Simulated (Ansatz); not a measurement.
MoIr4:

```xyz
5
Lattice="1.3742 0.7934 11.3061 -1.3742 0.7934 11.3061 0.0000 -1.5868 11.3061" Properties=species:S:1:pos:R:3 pbc="T T T"
Ir    0.0000    0.0000   20.3610
Ir    0.0000    0.0000    6.7605
Ir    0.0000    0.0000   27.1578
Ir    0.0000    0.0000   13.5573
Mo    0.0000    0.0000    0.0000
```

The cell comes from a database or a generator and needn't be the stable form of this composition.

```yaml
Program: Ansatz 0.2.0
Task: relaxation of cell and atoms
Functional: PBEsol
Potentials_or_basis: JTH PAW
Cutoff: "1800 eV (not typed: the program's choice for these potentials)"
k_mesh: 11 × 11 × 11
Occupations: fermi-dirac, width 0.05 eV
Spin: no spin polarisation
```

At the start: volume 14.79 Å³/atom.

Problem. Where does the relaxation end?

Solution. It ends after 5 steps and the volume is 14.29 Å³/atom (-3.4 %); space group R-3m (No. 166, to 0.05 Å).

Step by step:
| step | energy change (eV) | largest force (eV/Å) | volume (Å³) |
| --- | --- | --- | --- |
| 1 | 0.0000 | 0.0445 | 73.96 |
| 2 | -0.0911 | 0.0056 | 71.83 |
| 3 | -0.0933 | 0.0006 | 71.47 |
| 4 | -0.0933 | 0.0002 | 71.46 |
| 5 | -0.0932 | 0.0002 | 71.46 |

Final structure:
```
Ir Mo
1.0
     1.35887    0.78455   11.17129
    -1.35887    0.78455   11.17129
     0.00000   -1.56909   11.17129
Ir Mo
4 1
Direct
  0.60030 0.60030 0.60030
  0.19937 0.19937 0.19937
  0.80063 0.80063 0.80063
  0.39970 0.39970 0.39970
  0.00000 0.00000 0.00000
```

Caveat: the plane-wave basis is chosen anew once the cell has moved, so the energies of steps on either side of that aren't comparable.
